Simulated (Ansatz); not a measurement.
# LaPb2 (I4/mmm) in Ansatz: convergence with k mesh

Aim: find how far k mesh must go before the results for LaPb2 settle, at PBE. This setting moves, with any that are tied to it; all else stays.

All numbers are computed with Ansatz 0.2.0; they aren't measurements. Logs are shortened: lines on timing, memory, paths and dates and some standing lists are left out, and cuts for length are marked.

## 1. The structure

It takes space group I4/mmm (No. 139, tetragonal). The conventional cell has a = 4.133 Å, b = 4.133 Å, c = 11.277 Å, α = 90.00°, β = 90.00°, γ = 90.00°. Pb (site symmetry 4mm) has 4 Pb at 3.26 Å and 5 La at 3.54 to 3.60 Å as nearest neighbours. La (site symmetry 4/mmm) has 10 Pb at 3.54 to 3.60 Å as nearest neighbours.

The cell comes from a database or a generator and needn't be the stable form of this composition.

## 2. With k mesh 3 × 3 × 3

File input.yaml:

```yaml
crystal:
  lattice:
    - [-2.066343, 2.066343, 5.63845]
    - [2.066343, -2.066343, 5.63845]
    - [2.066343, 2.066343, -5.63845]
  atoms:
    - { symbol: Pb, position: [0.6863945, 0.6863945, 0.0] }
    - { symbol: Pb, position: [0.3136055, 0.3136055, 0.0] }
    - { symbol: La, position: [0.0, 0.0, 0.0] }
hamiltonian:
  xc: pbe
  pseudopotentials: { kind: paw }
kpoints:
  mp_grid: { grid: [3, 3, 3] }
scf:
  occupations: { method: gaussian, width: 0.05 }
output:
  forces: true
  stress: true
  eigenvalues: true
```

Potentials or basis: Ansatz PAW.

Run with:

```sh
> ansatz run input.yaml --threads 2 --pin off --max-ram 5632MiB --backend cpu --events-out ev --progress --plain --runs-dir out
```

It took 0.81 s on 2 threads of Arm Neoverse V1, shared host; peak memory 0.34 GiB.

Results:

```
Free energy            : -30063.7700 eV
Pressure               : 0.4 GPa
Largest force          : 0.235 eV/Å
Band gap on the k mesh : none (metal or under the smearing width)
```

## 3. With k mesh 4 × 4 × 4

Changes to input.yaml since step 2:

```diff
@@ -13,3 +13,3 @@
 kpoints:
-  mp_grid: { grid: [3, 3, 3] }
+  mp_grid: { grid: [4, 4, 4] }
 scf:
```

Potentials or basis: Ansatz PAW.

Run with:

```sh
> ansatz run input.yaml --threads 2 --pin off --max-ram 5632MiB --backend cpu --events-out ev --progress --plain --runs-dir out
```

It took 1.3 s on 2 threads of Arm Neoverse V1, shared host; peak memory 0.36 GiB.

What came out:

```yaml
Free_energy: -30063.7488 eV
Pressure: 0.1 GPa
Largest_force: 0.106 eV/Å
Band_gap_on_the_k_mesh: none (metal or under the smearing width)
```

## 4. With k mesh 5 × 5 × 5

Changes to input.yaml since step 3:

```diff
@@ -13,3 +13,3 @@
 kpoints:
-  mp_grid: { grid: [4, 4, 4] }
+  mp_grid: { grid: [5, 5, 5] }
 scf:
```

Run with:

```sh
> ansatz run input.yaml --threads 2 --pin off --max-ram 5632MiB --backend cpu --events-out ev --progress --plain --runs-dir out
```

Wall time 1.6 s (2 threads of Arm Neoverse V1, shared host); peak memory 0.38 GiB.

Results:

```
Free energy            : -30063.7818 eV
Pressure               : 0.0 GPa
Largest force          : 0.120 eV/Å
Band gap on the k mesh : none (metal or under the smearing width)
```

## 5. With k mesh 7 × 7 × 7

Changes to input.yaml since step 4:

```diff
@@ -13,3 +13,3 @@
 kpoints:
-  mp_grid: { grid: [5, 5, 5] }
+  mp_grid: { grid: [7, 7, 7] }
 scf:
```

Run with:

```sh
> ansatz run input.yaml --threads 2 --pin off --max-ram 5632MiB --backend cpu --events-out ev --progress --plain --runs-dir out
```

Wall time 2.9 s (2 threads of Arm Neoverse V1, shared host); peak memory 0.41 GiB.

Results:

| Item | Value |
| --- | --- |
| Free energy | -30063.8439 eV |
| Pressure | 0.1 GPa |
| Largest force | 0.096 eV/Å |
| Band gap on the k mesh | none (metal or under the smearing width) |

## 6. With k mesh 8 × 8 × 8

Changes to input.yaml since step 5:

```diff
@@ -13,3 +13,3 @@
 kpoints:
-  mp_grid: { grid: [7, 7, 7] }
+  mp_grid: { grid: [8, 8, 8] }
 scf:
```

Potentials or basis: Ansatz PAW.

Run with:

```sh
> ansatz run input.yaml --threads 2 --pin off --max-ram 5632MiB --backend cpu --events-out ev --progress --plain --runs-dir out
```

Wall time 4 s (2 threads of Arm Neoverse V1, shared host); peak memory 0.43 GiB.

The run converged. Its results:

```yaml
Free_energy: -30063.8447 eV
Pressure: 0.0 GPa
Largest_force: 0.087 eV/Å
Band_gap_on_the_k_mesh: none (metal or under the smearing width)
```

## 7. With k mesh 10 × 10 × 10

Changes to input.yaml since step 6:

```diff
@@ -13,3 +13,3 @@
 kpoints:
-  mp_grid: { grid: [8, 8, 8] }
+  mp_grid: { grid: [10, 10, 10] }
 scf:
```

Run with:

```sh
> ansatz run input.yaml --threads 2 --pin off --max-ram 5632MiB --backend cpu --events-out ev --progress --plain --runs-dir out
```

It took 6.8 s on 2 threads of Arm Neoverse V1, shared host; peak memory 0.48 GiB.

It converged, with:

```
Free energy            : -30063.8458 eV
Pressure               : 0.1 GPa
Largest force          : 0.074 eV/Å
Band gap on the k mesh : none (metal or under the smearing width)
```

## 8. With k mesh 12 × 12 × 12

Changes to input.yaml since step 7:

```diff
@@ -13,3 +13,3 @@
 kpoints:
-  mp_grid: { grid: [10, 10, 10] }
+  mp_grid: { grid: [12, 12, 12] }
 scf:
```

Run with:

```sh
> ansatz run input.yaml --threads 2 --pin off --max-ram 5632MiB --backend cpu --events-out ev --progress --plain --runs-dir out
```

Wall time 10 s (2 threads of Arm Neoverse V1, shared host); peak memory 0.57 GiB.

It converged, with:

```
Free energy            : -30063.8466 eV
Pressure               : 0.1 GPa
Largest force          : 0.090 eV/Å
Band gap on the k mesh : none (metal or under the smearing width)
```

## 9. With k mesh 15 × 15 × 15

Changes to input.yaml since step 8:

```diff
@@ -13,3 +13,3 @@
 kpoints:
-  mp_grid: { grid: [12, 12, 12] }
+  mp_grid: { grid: [15, 15, 15] }
 scf:
```

Potentials or basis: Ansatz PAW.

Run with:

```sh
> ansatz run input.yaml --threads 2 --pin off --max-ram 5632MiB --backend cpu --events-out ev --progress --plain --runs-dir out
```

Log:

```text
Warning: RAYON_NUM_THREADS=2 ignored (pool sized by the plan → 2); use --threads N
basis.fft_grid_basis auto: the FFT boxes are laid along the combinations [[1, 0, 1], [0, 1, 1], [0, 0, 1]] of the cell's own vectors, 4.133, 4.133 and 6.351 Å long. The dense box has 30×30×45 points. Along the cell's own vectors, as sized, it would have 45×45×45, 2.25 times as many. Of the 16 symmetry operations that the crystal satisfies within crystal.symmetry.tolerance (time reversal apart; of a slab, those that keep its plane) the dense box along the cell's own vectors carries 16, and the one as laid loses 12 of those. basis.fft_grid_basis: typed keeps the cell's own vectors: state it where this run's energies or levels are differenced outside the engine with another run's, or held beside a run that keeps those vectors.
Engine: ansatz 0.2.0, aarch64-unknown-linux-gnu
Pseudopotentials: kind: paw
Pseudopotential: Pb, paw, valence charge 14, recommended cutoff 420 eV (normal), Pb.paw.azcp
Pseudopotential: La, paw, valence charge 11, recommended cutoff 420 eV (normal), La.paw.azcp
Functional definition: PBE
  parameter kappa = 0.804
  parameter beta = 0.06672455060314922
  exchange = pbe_x(kappa = kappa, mu = beta*pi^2/3)
  correlation = pbe_c(beta = beta)
Crystal: 3 atoms, lattice volume = 96.300 Å³
Basis set: ecut = 420 eV, 1879 PW (Γ), FFT grids on a1+a3, a2+a3, a3, exchange–correlation on 60×60×90 points (8 copies of the dense FFT grid, shifted against one another)
Bands: 24, of which v1, the nominal top of the filled ones, is band 20 counted from 1 (19 counted from 0)
Symmetry: 16 space group operations
Space group: I4/mmm (ITA 139), of the structure as read, at distance tolerance 4.6e-5 Å
k-points: 288 of 3375
Non-local potential: Pb, projectors of the file, l = 0: 2, l = 1: 2, l = 2: 2, l = 3: 2
Non-local potential: La, projectors of the file, l = 0: 3, l = 1: 2, l = 2: 2, l = 3: 3
PAW form: soft (Blöchl's): semilocal exchange-correlation on the pseudo side does not see the compensation charge
PAW one-centre angular grid: Pb, 590 points (default); XC on 64 Gauss nodes
PAW one-centre angular grid: La, 590 points (default); XC on 64 Gauss nodes
Initial density: superposition of atomic densities (neutral atoms: chi_scale 0, normalization atom), corrected by the library's trained network
Initial wavefunctions: pseudopotential atomic-orbital guess
Functional: x = pbe(κ = 0.804, μ = 0.2195149727645171), c = pbe(β = 0.06672455060314922)
SCF iter   1: F=—  HF=-30063.849719 eV  |F-HF|=—  |Δ(HF+E_count)|=         —  Δρ=2.25e-3  dr2=1.72e-2  ethr=1.77e-3  ⟨swp⟩=6.0  Hψ=31235  notcnv=0
preconditioner: auto → Kerker (q_TF=auto, 2.347 Å⁻¹)  [metal: Δε(μ)=0.008 eV  Ē_g=13.978 eV  σ=0.050 eV  W_gap=0.09  n_scr=24 (ndim 8)  ℏωp=23.0 eV  f_vac=0.000  D(μ)=2.57/eV (n_scr^D=14)]
SCF iter   2: F=—  HF=-30063.849238 eV  |F-HF|=—  |Δ(HF+E_count)|=   4.81e-4  Δρ=1.25e-3  dr2=4.60e-3  ethr=4.41e-5  ⟨swp⟩=2.1  Hψ=13088  notcnv=0  defer=65
SCF iter   3: F=—  HF=-30063.848891 eV  |F-HF|=—  |Δ(HF+E_count)|=   3.47e-4  Δρ=3.17e-4  dr2=1.42e-4  ethr=1.18e-5  ⟨swp⟩=2.0  Hψ=9236  notcnv=0  defer=65
SCF iter   4: F=—  HF=-30063.848906 eV  |F-HF|=—  |Δ(HF+E_count)|=   1.49e-5  Δρ=8.46e-5  dr2=7.34e-6  ethr=3.64e-7  ⟨swp⟩=2.1  Hψ=10621  notcnv=0  defer=65
SCF iter   5: F=—  HF=-30063.848896 eV  |F-HF|=—  |Δ(HF+E_count)|=   9.97e-6  Δρ=2.42e-5  dr2=7.04e-7  ethr=1.88e-8  ⟨swp⟩=2.5  Hψ=11452  notcnv=0  defer=65
SCF iter   6: F=-30063.848896 eV  HF=-30063.848896 eV  |F-HF|=4.56e-9  |Δ(HF+E_count)|=   1.46e-7  Δρ=5.75e-6  dr2=4.45e-8  ethr=2.56e-10  ⟨swp⟩=8.1  Hψ=36021  notcnv=0
SCF 1 converged in 6 iterations: F = -30063.848896 eV  dr2 = 4.45e-8
SCF converged after 6 iterations
Free energy (F): -30063.848896 eV
Harris-Foulkes:  -30063.848896 eV  (|F-HF|=4.56e-9)
Internal energy: -30063.845668 eV  (E = F + TS)
E sigma→0 (E₀):  -30063.847282 eV
Entropy (-TS):   -0.003228 eV (-1.076 meV/atom)
Fermi energy:    11.083447 eV
--- Per-component energies (eV) ---
  E_band       = -110.003793
  E_kinetic    = 772.082706
  E_local      = -2517.686109  (includes V_loc(G=0)·N_el)
  E_nonlocal   = 794.455364
  E_hartree    = 996.503041
  E_xc         = -579.504600
  E_vxc        = -411.173675  (∫ρ·V_xc dr)
  E_paw        = -26231.981145  (= ΣΔE_a)
  E_vpaw       = -740.693572  (= ΣTr[D̂ρ^β])
  E_aug_tail   = 0.000097  (compensation charges beyond the density's cutoff)
  E_ewald      = -3297.715021
  E_smearing   = -0.003228  (= −TS)
  E_closure    = -0.000000  (closes the sum)
  Σ components = -30063.848896   (vs F -30063.848896, Δ=0.00e0)
--- Forces (eV/Å), atoms counted from 1 ---
  atom   1  Pb    -0.00000000    -0.00000000    -0.08274286
  atom   2  Pb     0.00000000    -0.00000000     0.08274286
  atom   3  La     0.00000000     0.00000000     0.00000000
  max |Σ_I F_I| component: 2.08e-17 eV/Å
--- Stress (GPa, compression-positive) ---
       -0.338372      -0.000000      -0.000000
       -0.000000      -0.338372      -0.000000
       -0.000000       0.000000       0.907446
  P = ⅓ Tr σ = 0.0769 GPa (0.769 kbar)
--- Band table (eV; the first three rows and the last of 288) ---
  k-point 0: bands = ["-22.0604", "-5.9341", "-5.7522", "-5.7522", "-5.7377", "-5.6970", "-5.5592", "-5.5592", "-5.4511", "-5.4233", "-5.3486", "-5.3192", "-5.2769", "-5.2769", "0.4648", "5.0026", "8.4851", "10.3829", "10.3829", "10.9042", "12.1470", "12.3818", "12.4468", "12.4468"]
  k-point 1: bands = ["-22.0587", "-5.9360", "-5.8095", "-5.7662", "-5.6896", "-5.6716", "-5.5587", "-5.5574", "-5.4588", "-5.4231", "-5.3500", "-5.3146", "-5.2966", "-5.2774", "0.5513", "4.9089", "8.5825", "10.1638", "10.4338", "10.9579", "12.1880", "12.3685", "12.4321", "12.4583"]
  k-point 2: bands = ["-22.0537", "-5.9360", "-5.8514", "-5.8040", "-5.6693", "-5.6102", "-5.5629", "-5.5565", "-5.4869", "-5.4244", "-5.3605", "-5.3385", "-5.2906", "-5.2781", "0.8052", "4.6761", "8.8338", "9.6500", "10.4451", "11.1142", "11.9711", "12.3750", "12.4898", "12.5198"]
  k-point 287: bands = ["-22.0591", "-5.8360", "-5.7378", "-5.7346", "-5.7217", "-5.6948", "-5.5597", "-5.4707", "-5.4555", "-5.4430", "-5.4197", "-5.4194", "-5.3987", "-5.3040", "1.0389", "3.9924", "9.6695", "10.8064", "10.9765", "11.4552", "11.6611", "12.0054", "12.3926", "12.5237"]
```

Run time: 19 s. Hardware: 2 threads of Arm Neoverse V1, shared host; peak memory 0.74 GiB.

Results:

```
Free energy            : -30063.8489 eV
Pressure               : 0.1 GPa
Largest force          : 0.083 eV/Å
Band gap on the k mesh : none (metal or under the smearing width)
```

## 10. The series at a glance

| k mesh | energy less the tightest run, at zero smearing (meV/atom) | pressure (GPa) | largest force (eV/Å) | SCF cycles | CPU time (s) | peak memory (GiB) |
| --- | --- | --- | --- | --- | --- | --- |
| 3 × 3 × 3 | 26.12 | 0.38 | 0.235 | 6 | 1.5 | 0.34 |
| 4 × 4 × 4 | 33.84 | 0.13 | 0.106 | 6 | 2.4 | 0.36 |
| 5 × 5 × 5 | 23.20 | -0.01 | 0.120 | 6 | 3 | 0.38 |
| 7 × 7 × 7 | 1.79 | 0.10 | 0.096 | 6 | 5.6 | 0.41 |
| 8 × 8 × 8 | 1.46 | 0.05 | 0.087 | 6 | 7.8 | 0.43 |
| 10 × 10 × 10 | 1.11 | 0.09 | 0.074 | 6 | 13 | 0.48 |
| 12 × 12 × 12 | 0.86 | 0.06 | 0.090 | 6 | 20 | 0.57 |
| 15 × 15 × 15 | 0.00 | 0.08 | 0.083 | 6 | 37 | 0.74 |

Against the tightest run, the energy stays within 1 meV/atom from 12 × 12 × 12 on; the pressure stays within 0.1 GPa from 4 × 4 × 4 on. Not settled before the last step: the largest force (to 0.005 eV/Å). Meshes of other sizes hit other points, so gaps and Fermi surfaces needn't settle smoothly. The tightest run that finished is the yardstick and may itself not be fully converged.
